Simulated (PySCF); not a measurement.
# OsO2Cl2: how settings move a single point

Which settings matter for OsO2Cl2? Each run alters one on purpose. The structure is generated, not taken from experiment.

Program: PySCF 2.14.0. Level of theory: TPSS, Os def2-SVP with ECP60, O def2-SVP, Cl def2-SVP; scalar-relativistic core potentials, no spin–orbit coupling. These are calculated values, not measurements.

4 further runs of the same task are left out: 1 for a known fault of the program, 1 that didn't finish, 2 set aside as unsound or not needed.

### 1 Starting geometry

5 atoms, charge 0, spin multiplicity 1.

Bond lengths: Os1–O2 1.708 Å, Os1–O3 1.708 Å, Os1–Cl4 2.281 Å, Os1–Cl5 2.281 Å. Angles: O2–Os1–O3 125.9°, O2–Os1–Cl4 109.5°, O2–Os1–Cl5 109.2°, O3–Os1–Cl4 109.2°, O3–Os1–Cl5 109.5°, Cl4–Os1–Cl5 86.4°.

As a file:

```mol
Cl2O2Os
  3D, bonds by distance, orders not assigned

  5  4  0  0  0  0  0  0  0  0999 V2000
    0.2625    0.2625   -0.0000 Os  0  0
    1.4708    0.1520    1.2018 O   0  0
    0.1520    1.4708   -1.2018 O   0  0
   -1.7891   -0.0375    0.9517 Cl  0  0
   -0.0375   -1.7891   -0.9517 Cl  0  0
  1  2  8  0
  1  3  8  0
  1  4  8  0
  1  5  8  0
M  END
```

Formal oxidation states: Os +6. An earlier session relaxed this geometry at TPSS, Os def2-SVP with ECP60, O def2-SVP, Cl def2-SVP (singlet, point group C2v).

The sound run used a (50, 194) grid (finer on f atoms), a threshold of 1e-8 and at most 55 cycles, and ended at -1161.275272 Eh.

### 2 Try 1

run.py (the lines that set the calculation)

```python
mol = gto.M(atom='''
Os     0.26246     0.26246     0.00000
O      1.47075     0.15199     1.20179
O      0.15199     1.47075    -1.20179
Cl    -1.78911    -0.03748     0.95174
Cl    -0.03748    -1.78911    -0.95174''',
    basis={'Os': 'def2-SVP', 'O': 'def2-SVP', 'Cl': 'def2-SVP'},
    ecp={'Os': 'def2-SVP'},
    charge=0, spin=0)
mf = dft.RKS(mol, xc='TPSS')
mf.grids.atom_grid = (30, 86)
mf = mf.density_fit()  # fitting sets: Os def2-universal-JKFIT, O def2-universal-JKFIT, Cl def2-universal-JKFIT
mf.conv_tol = 1e-08; mf.max_cycle = 55
mf.kernel(dm0)  # dm0: free metal ions and neutral atoms
```

Run with:

```bash
OMP_NUM_THREADS=2 python run.py
```

The program printed:

```text
init E= -1185.51868319755
  HOMO = -0.146061214823291  LUMO = -0.127305305301706  gap/eV = 0.51037
cycle= 1 E= -1155.80631145296  delta_E= 29.7  |g|= 4.35  |ddm|= 5.05
  HOMO = -0.119056966296482  LUMO = -0.115605627571216  gap/eV = 0.09392
cycle= 2 E= -1071.50198262518  delta_E= 84.3  |g|= 11.4  |ddm|= 19.6
  HOMO = -0.0391433290978096  LUMO = -0.00885142858109247  gap/eV = 0.82428
cycle= 3 E= -1158.54053339958  delta_E=  -87  |g|= 3.28  |ddm|= 18.4
  HOMO = -0.111906842655939  LUMO = -0.105850407316383  gap/eV = 0.16480
cycle= 4 E= -1151.04148932883  delta_E=  7.5  |g|= 5.61  |ddm|= 8.51
  HOMO = -0.231498805186051  LUMO = -0.193678215515367  gap/eV = 1.02915
cycle= 5 E= -1161.20824688428  delta_E= -10.2  |g|= 0.548  |ddm|= 7.53
  HOMO = -0.23405335457393  LUMO = -0.196251373915628  gap/eV = 1.02864
cycle= 6 E= -1161.2697007932  delta_E= -0.0615  |g|= 0.266  |ddm|= 0.688
  HOMO = -0.23559428014379  LUMO = -0.195408479014811  gap/eV = 1.09351
cycle= 7 E= -1161.26600116028  delta_E= 0.0037  |g|= 0.293  |ddm|= 0.408
  HOMO = -0.231323743768739  LUMO = -0.182370866439044  gap/eV = 1.33208
cycle= 8 E= -1161.28156151995  delta_E= -0.0156  |g|= 0.121  |ddm|= 0.252
  HOMO = -0.238904493643869  LUMO = -0.192599254772015  gap/eV = 1.26003
cycle= 9 E= -1161.28417911392  delta_E= -0.00262  |g|= 0.0645  |ddm|= 0.0904
  HOMO = -0.239084787750945  LUMO = -0.192795860195639  gap/eV = 1.25959
cycle= 10 E= -1161.28494658344  delta_E= -0.000767  |g|= 0.0102  |ddm|= 0.0387
  HOMO = -0.23991043141526  LUMO = -0.193419578699677  gap/eV = 1.26508
cycle= 11 E= -1161.28496784985  delta_E= -2.13e-05  |g|= 0.00299  |ddm|= 0.0119
  HOMO = -0.239830085007535  LUMO = -0.193236631038036  gap/eV = 1.26787
cycle= 12 E= -1161.28497051481  delta_E= -2.66e-06  |g|= 0.000214  |ddm|= 0.00381
  HOMO = -0.239847345079996  LUMO = -0.193252633101067  gap/eV = 1.26791
cycle= 13 E= -1161.2849705252  delta_E= -1.04e-08  |g|= 4.42e-05  |ddm|= 0.000248
  HOMO = -0.239844222991509  LUMO = -0.193250591627942  gap/eV = 1.26788
cycle= 14 E= -1161.28497052577  delta_E= -5.75e-10  |g|= 6.61e-06  |ddm|= 6.56e-05
  HOMO = -0.239844654316527  LUMO = -0.193250308393551  gap/eV = 1.26790
Extra cycle  E= -1161.28497052566  delta_E= 1.09e-10  |g|= 2.26e-05  |ddm|= 2.79e-05
converged SCF energy = -1161.28497052566
```

Run time: 3.2 s. Hardware: 2 threads of Arm Neoverse V2, shared host.

Changed: the integration grid, to (30, 86). It converges in 14 cycles, -0.264 eV from the sound run, with a largest force component of 0.19 eV/Å. The setting is unsound, so these numbers aren't the compound's.

### 3 Try 2

run.py (the lines that set the calculation): that of step 2 with these lines changed.

```diff
@@ -10,5 +10,5 @@
 mf = dft.RKS(mol, xc='TPSS')
-mf.grids.atom_grid = (30, 86)
+mf.grids.atom_grid = (50, 194)
 mf = mf.density_fit()  # fitting sets: Os def2-universal-JKFIT, O def2-universal-JKFIT, Cl def2-universal-JKFIT
 mf.conv_tol = 1e-08; mf.max_cycle = 55
-mf.kernel(dm0)  # dm0: free metal ions and neutral atoms
+mf.kernel(dm0)  # dm0: smeared density
```

Run with:

```bash
OMP_NUM_THREADS=2 python run.py
```

The program printed:

```text
init E= -1161.18285984514
  HOMO = -0.236908230840552  LUMO = -0.178517165973478  gap/eV = 1.58890
cycle= 1 E= -1161.26658416745  delta_E= -0.0837  |g|= 0.164  |ddm|= 0.937
  HOMO = -0.249772171305253  LUMO = -0.226819393445216  gap/eV = 0.62458
cycle= 2 E= -1161.08324890746  delta_E= 0.183  |g|= 0.824  |ddm|= 1.07
  HOMO = -0.24114082677592  LUMO = -0.196199280351517  gap/eV = 1.22292
cycle= 3 E= -1161.27503830525  delta_E= -0.192  |g|= 0.0305  |ddm|= 0.854
  HOMO = -0.238463244639301  LUMO = -0.193020342371872  gap/eV = 1.23656
cycle= 4 E= -1161.27454099198  delta_E= 0.000497  |g|= 0.0609  |ddm|= 0.0528
  HOMO = -0.239822528855079  LUMO = -0.193468707335515  gap/eV = 1.26135
cycle= 5 E= -1161.27526447824  delta_E= -0.000723  |g|= 0.00482  |ddm|= 0.0381
  HOMO = -0.239994096005361  LUMO = -0.193530605185401  gap/eV = 1.26434
cycle= 6 E= -1161.27527125838  delta_E= -6.78e-06  |g|= 0.00114  |ddm|= 0.00597
  HOMO = -0.239975108470512  LUMO = -0.193484493075667  gap/eV = 1.26507
cycle= 7 E= -1161.27527036348  delta_E= 8.95e-07  |g|= 0.0024  |ddm|= 0.00229
  HOMO = -0.23996931778718  LUMO = -0.193467951301977  gap/eV = 1.26537
cycle= 8 E= -1161.27527152948  delta_E= -1.17e-06  |g|= 0.000231  |ddm|= 0.0017
  HOMO = -0.239976041260572  LUMO = -0.193476784761321  gap/eV = 1.26531
cycle= 9 E= -1161.27527154514  delta_E= -1.57e-08  |g|= 3.88e-05  |ddm|= 0.000254
  HOMO = -0.239978056292358  LUMO = -0.193479844971126  gap/eV = 1.26528
cycle= 10 E= -1161.2752715456  delta_E= -4.62e-10  |g|= 4.71e-06  |ddm|= 4.5e-05
  HOMO = -0.239977229067603  LUMO = -0.1934797391535  gap/eV = 1.26526
Extra cycle  E= -1161.27527154556  delta_E= 4.43e-11  |g|= 1.5e-05  |ddm|= 1.87e-05
converged SCF energy = -1161.27527154556
```

Run time: 3.9 s. Hardware: 2 threads of Arm Neoverse V2, shared host.

Changed: the starting guess (smeared density). It converges in 10 cycles, at the sound run's energy within 0.001 eV, with a largest force component of 0.01 eV/Å. The result survives the change.

### 4 Try 3

run.py (the lines that set the calculation): that of step 3 with these lines changed.

```diff
@@ -12,3 +12,3 @@
 mf = mf.density_fit()  # fitting sets: Os def2-universal-JKFIT, O def2-universal-JKFIT, Cl def2-universal-JKFIT
-mf.conv_tol = 1e-08; mf.max_cycle = 55
-mf.kernel(dm0)  # dm0: smeared density
+mf.conv_tol = 0.0001; mf.max_cycle = 55
+mf.kernel(dm0)  # dm0: free metal ions and neutral atoms
```

Run with:

```bash
OMP_NUM_THREADS=2 python run.py
```

The program printed:

```text
init E= -1185.50991547639
  HOMO = -0.145971713324238  LUMO = -0.127100242420009  gap/eV = 0.51352
cycle= 1 E= -1155.78156726159  delta_E= 29.7  |g|= 4.36  |ddm|= 5.05
  HOMO = -0.119958760639209  LUMO = -0.116507085771937  gap/eV = 0.09392
cycle= 2 E= -1071.40735783544  delta_E= 84.4  |g|= 11.4  |ddm|= 19.7
  HOMO = -0.0398494848899935  LUMO = -0.0101739159441965  gap/eV = 0.80751
cycle= 3 E= -1158.53589123827  delta_E= -87.1  |g|= 3.28  |ddm|= 18.4
  HOMO = -0.111567264320582  LUMO = -0.105577825697439  gap/eV = 0.16298
cycle= 4 E= -1151.00983883872  delta_E= 7.53  |g|= 5.61  |ddm|= 8.52
  HOMO = -0.231516723772861  LUMO = -0.19379604847381  gap/eV = 1.02643
cycle= 5 E= -1161.19923301117  delta_E= -10.2  |g|= 0.545  |ddm|= 7.54
  HOMO = -0.234181115788111  LUMO = -0.19620100981684  gap/eV = 1.03349
cycle= 6 E= -1161.2606377541  delta_E= -0.0614  |g|= 0.26  |ddm|= 0.685
  HOMO = -0.236090715810687  LUMO = -0.195933827805968  gap/eV = 1.09272
cycle= 7 E= -1161.2566481232  delta_E= 0.00399  |g|= 0.289  |ddm|= 0.408
  HOMO = -0.231650925791477  LUMO = -0.182973331510581  gap/eV = 1.32458
cycle= 8 E= -1161.27199257027  delta_E= -0.0153  |g|= 0.119  |ddm|= 0.247
  HOMO = -0.238958969169002  LUMO = -0.192707285009176  gap/eV = 1.25857
cycle= 9 E= -1161.27450805024  delta_E= -0.00252  |g|= 0.0632  |ddm|= 0.0867
  HOMO = -0.239227373971759  LUMO = -0.192997538420406  gap/eV = 1.25798
cycle= 10 E= -1161.27525015826  delta_E= -0.000742  |g|= 0.00958  |ddm|= 0.0384
  HOMO = -0.240044659360813  LUMO = -0.193641618771594  gap/eV = 1.26269
cycle= 11 E= -1161.27526921269  delta_E= -1.91e-05  |g|= 0.00278  |ddm|= 0.0118
  HOMO = -0.23984856175593  LUMO = -0.192994483823881  gap/eV = 1.27496
Extra cycle  E= -1161.27523828452  delta_E= 3.09e-05  |g|= 0.0112  |ddm|= 0.0148
converged SCF energy = -1161.27523828452
```

It took 4.1 s on 2 threads of Arm Neoverse V2, shared host.

Changed: the SCF threshold (0.0001). It converges in 11 cycles, +0.001 eV from the sound run, with a largest force component of 0.05 eV/Å. The result survives the change.

### 5 Try 4

run.py (the lines that set the calculation)

```python
mol = gto.M(atom='''
Os     0.27559     0.27559     0.00000
O      1.54429     0.15959     1.26188
O      0.15959     1.54429    -1.26188
Cl    -1.87856    -0.03935     0.99932
Cl    -0.03935    -1.87856    -0.99932''',
    basis={'Os': 'def2-SVP', 'O': 'def2-SVP', 'Cl': 'def2-SVP'},
    ecp={'Os': 'def2-SVP'},
    charge=0, spin=0)
mf = dft.RKS(mol, xc='TPSS')
mf.grids.atom_grid = (50, 194)
mf = mf.density_fit()  # fitting sets: Os def2-universal-JKFIT, O def2-universal-JKFIT, Cl def2-universal-JKFIT
mf.conv_tol = 1e-08; mf.max_cycle = 55
mf.kernel(dm0)  # dm0: free metal ions and neutral atoms
```

Run with:

```bash
OMP_NUM_THREADS=2 python run.py
```

The program printed:

```text
init E= -1185.34889742503
  HOMO = -0.146482604419518  LUMO = -0.127326475154556  gap/eV = 0.52126
cycle= 1 E= -1153.72157918818  delta_E= 31.6  |g|= 4.71  |ddm|= 5.15
  HOMO = -0.252691101369776  LUMO = -0.229641333184128  gap/eV = 0.62722
cycle= 2 E= -1060.71829909742  delta_E=   93  |g|= 12.2  |ddm|= 17.8
  HOMO = 0.0260752930773465  LUMO = 0.0715975375265721  gap/eV = 1.23872
cycle= 3 E= -1155.82621992562  delta_E= -95.1  |g|= 3.72  |ddm|= 17.8
  HOMO = -0.128081374133496  LUMO = -0.106540781479881  gap/eV = 0.58615
cycle= 4 E= -1146.17144094662  delta_E= 9.65  |g|= 6.11  |ddm|= 14.1
  HOMO = -0.316495768203039  LUMO = -0.267814151163663  gap/eV = 1.32469
cycle= 5 E= -1161.03814433537  delta_E= -14.9  |g|= 1.03  |ddm|= 8.53
  HOMO = -0.280692755100149  LUMO = -0.238609093081822  gap/eV = 1.14515
cycle= 6 E= -1161.02132497967  delta_E= 0.0168  |g|= 1.09  |ddm|= 0.307
  HOMO = -0.287225642574103  LUMO = -0.242197902124838  gap/eV = 1.22527
cycle= 7 E= -1160.96955386482  delta_E= 0.0518  |g|=  1.2  |ddm|= 0.127
  HOMO = -0.264382823845736  LUMO = -0.220016820235048  gap/eV = 1.20726
cycle= 8 E= -1161.15304297811  delta_E= -0.183  |g|= 0.713  |ddm|= 0.417
  HOMO = -0.265284502928332  LUMO = -0.231171595327781  gap/eV = 0.92826
cycle= 9 E= -1161.24805709294  delta_E= -0.095  |g|= 0.155  |ddm|= 0.494
  HOMO = -0.253882585477938  LUMO = -0.216174011403677  gap/eV = 1.02610
cycle= 10 E= -1161.25428639858  delta_E= -0.00623  |g|= 0.0276  |ddm|= 0.156
  HOMO = -0.254200953685738  LUMO = -0.217375923063531  gap/eV = 1.00206
cycle= 11 E= -1161.25442527269  delta_E= -0.000139  |g|= 0.00894  |ddm|= 0.0216
  HOMO = -0.253737872719602  LUMO = -0.217103733526416  gap/eV = 0.99687
cycle= 12 E= -1161.2544427272  delta_E= -1.75e-05  |g|= 0.00128  |ddm|= 0.00835
  HOMO = -0.253812583965555  LUMO = -0.217123550951314  gap/eV = 0.99836
cycle= 13 E= -1161.2544432647  delta_E= -5.38e-07  |g|= 0.000355  |ddm|= 0.0017
  HOMO = -0.253796320239115  LUMO = -0.21709807723157  gap/eV = 0.99861
cycle= 14 E= -1161.25444329127  delta_E= -2.66e-08  |g|= 4.93e-05  |ddm|= 0.000348
  HOMO = -0.253797265112753  LUMO = -0.217099156549288  gap/eV = 0.99861
cycle= 15 E= -1161.25444329121  delta_E= 6.16e-11  |g|= 5.72e-05  |ddm|= 6.51e-05
  HOMO = -0.253798980271723  LUMO = -0.217101602838201  gap/eV = 0.99859
Extra cycle  E= -1161.25444325178  delta_E= 3.94e-08  |g|= 0.000437  |ddm|= 0.000332
converged SCF energy = -1161.25444325178
```

It took 4.7 s on 2 threads of Arm Neoverse V2, shared host.

Changed: the scale of all coordinates (1.05). It converges in 15 cycles, +0.567 eV from the sound run, with a largest force component of 2.78 eV/Å. The setting is unsound, so these numbers aren't the compound's.

### 6 Try 5

run.py (the lines that set the calculation)

```python
mol = gto.M(atom='''
Os     0.26246     0.26246     0.00000
O      1.47075     0.15199     1.20179
O      0.15199     1.47075    -1.20179
Cl    -1.78911    -0.03748     0.95174
Cl    -0.03748    -1.78911    -0.95174''',
    basis={'Os': 'def2-SVP', 'O': 'def2-SVP', 'Cl': 'def2-SVP'},
    ecp={'Os': 'def2-SVP'},
    charge=0, spin=0)
mf = dft.RKS(mol, xc='TPSS')
mf.grids.atom_grid = (10, 14)
mf = mf.density_fit()  # fitting sets: Os def2-universal-JKFIT, O def2-universal-JKFIT, Cl def2-universal-JKFIT
mf.conv_tol = 1e-08; mf.max_cycle = 55
mf.kernel(dm0)  # dm0: free metal ions and neutral atoms
```

Run with:

```bash
OMP_NUM_THREADS=2 python run.py
```

The program printed:

```text
init E= -1185.85579467591
  HOMO = -0.142958548807917  LUMO = -0.139781424258753  gap/eV = 0.08645
cycle= 1 E= -1156.16668425311  delta_E= 29.7  |g|= 4.42  |ddm|= 5.02
  HOMO = -0.0818235037448476  LUMO = -0.0712485910970576  gap/eV = 0.28776
cycle= 2 E= -1070.19606843876  delta_E=   86  |g|= 11.1  |ddm|= 20.2
  HOMO = -0.0342282044877032  LUMO = -0.0263195838618314  gap/eV = 0.21520
cycle= 3 E= -1158.55914439827  delta_E= -88.4  |g|= 3.47  |ddm|= 18.9
  HOMO = -0.138308834602084  LUMO = -0.0975332921980085  gap/eV = 1.10956
cycle= 4 E= -1152.98027550764  delta_E= 5.58  |g|= 5.34  |ddm|= 7.51
  HOMO = -0.194407123794049  LUMO = -0.154510782612479  gap/eV = 1.08563
cycle= 5 E= -1161.56715054752  delta_E= -8.59  |g|= 0.619  |ddm|= 6.34
  HOMO = -0.249418458066679  LUMO = -0.214202303653657  gap/eV = 0.95828
cycle= 6 E= -1161.6339597078  delta_E= -0.0668  |g|= 0.367  |ddm|= 1.47
  HOMO = -0.227235895179413  LUMO = -0.179126900002509  gap/eV = 1.30911
cycle= 7 E= -1161.65505196157  delta_E= -0.0211  |g|= 0.261  |ddm|= 0.813
  HOMO = -0.234772739957284  LUMO = -0.183267436816565  gap/eV = 1.40153
cycle= 8 E= -1161.66391462134  delta_E= -0.00886  |g|= 0.153  |ddm|= 0.224
  HOMO = -0.238162451766991  LUMO = -0.185478452037845  gap/eV = 1.43360
cycle= 9 E= -1161.66843780598  delta_E= -0.00452  |g|= 0.0388  |ddm|= 0.118
  HOMO = -0.239584748156633  LUMO = -0.188184039078239  gap/eV = 1.39868
cycle= 10 E= -1161.66870786731  delta_E= -0.00027  |g|= 0.0181  |ddm|= 0.0466
  HOMO = -0.23841885043035  LUMO = -0.186846680981955  gap/eV = 1.40335
cycle= 11 E= -1161.66881225755  delta_E= -0.000104  |g|= 0.00433  |ddm|= 0.0238
  HOMO = -0.238514793939249  LUMO = -0.18743861763715  gap/eV = 1.38985
cycle= 12 E= -1161.66882219184  delta_E= -9.93e-06  |g|= 0.0016  |ddm|= 0.0172
  HOMO = -0.238415331087993  LUMO = -0.187468774326064  gap/eV = 1.38633
cycle= 13 E= -1161.66882289488  delta_E= -7.03e-07  |g|= 0.000484  |ddm|= 0.00227
  HOMO = -0.238434604602873  LUMO = -0.187498996205314  gap/eV = 1.38603
cycle= 14 E= -1161.66882294639  delta_E= -5.15e-08  |g|= 6.55e-05  |ddm|= 0.000526
  HOMO = -0.238432180700828  LUMO = -0.187493163925915  gap/eV = 1.38612
cycle= 15 E= -1161.6688229476  delta_E= -1.22e-09  |g|= 2.8e-05  |ddm|= 9.13e-05
  HOMO = -0.238434734208794  LUMO = -0.187495578336567  gap/eV = 1.38613
Extra cycle  E= -1161.66882294351  delta_E= 4.1e-09  |g|= 0.000144  |ddm|= 0.00012
converged SCF energy = -1161.66882294351
```

Wall time 2.7 s (2 threads of Arm Neoverse V2, shared host).

Changed: the integration grid, to (10, 14). It converges in 15 cycles, -10.709 eV from the sound run, with a largest force component of 4.92 eV/Å. The setting is unsound, so these numbers aren't the compound's.

### 7 Results

| run | changed | ending | energy change (eV) | cycles | time | usable |
| --- | --- | --- | --- | --- | --- | --- |
| 1 | the integration grid | converged | -0.264 | 14 | 3.2 s | no |
| 2 | the starting guess | converged | 0.000 | 10 | 3.9 s | yes |
| 3 | the SCF threshold | converged | +0.001 | 11 | 4.1 s | yes |
| 4 | the scale of all coordinates | converged | +0.567 | 15 | 4.7 s | no |
| 5 | the integration grid | converged | -10.709 | 15 | 2.7 s | no |

2 of 5 altered runs give a usable result. 3 ended normally with numbers unfit to quote.
